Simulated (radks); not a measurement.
**Pm²⁺ with its nuclear charge varied continuously**

One table from this session's results is given with a row withheld; the runs are named, their logs left out.

The numbers are computed with radks (a radial shooting solver on a logarithmic mesh, Libxc functionals) version 1 (Dirac Kohn-Sham, PBE, spin-unpolarised, spherical densities, point nucleus; open shells are shared between the two j in proportion to 2j + 1), except any that are marked as measured or tabulated.

## The atom as given

- element: promethium (Z = 61)
- charge: +2
- electrons: 59
- configuration: [Xe] 4f5

Outer shells as boxes (Hund's rule):

Pm²⁺
```
[Xe] core
4f [↑ ][↑ ][↑ ][↑ ][↑ ][  ][  ]
```

The first run:

Settings of this run:

```text
Z 61
configuration [Xe] 4f5
relativity Dirac
functional pbe,pbe
spin unpolarised
j_filling average
nucleus point
c 137.035999084
```

Among the steps run: Z = 61.

One table of the session follows, with a row left open; its other results are not shown here.

It belongs to the step «Z = 61». From the orbitals of this run (lengths in bohr):

```
level     <r>  outermost maximum (interpolated)  90 % within  nodes
4p3/2  0.6367                             0.584        0.926      2
4d3/2  0.6826                             0.598         1.03      1
4d5/2  0.6929                             0.606         1.04      1
5s1/2   1.439                              1.29         2.07      4
5p1/2   1.619                              1.41         2.37      3
5p3/2       ?                                 ?            ?      ?
4f5/2   1.027                             0.634         1.81      0
4f7/2   1.043                             0.639         1.84      0
```

**Question.** Estimate the row for 5p3/2.

As computed: <r>: 1.708; outermost maximum (interpolated): 1.49; 90 % within: 2.50; nodes: 3. In the column «<r>» it is the highest.
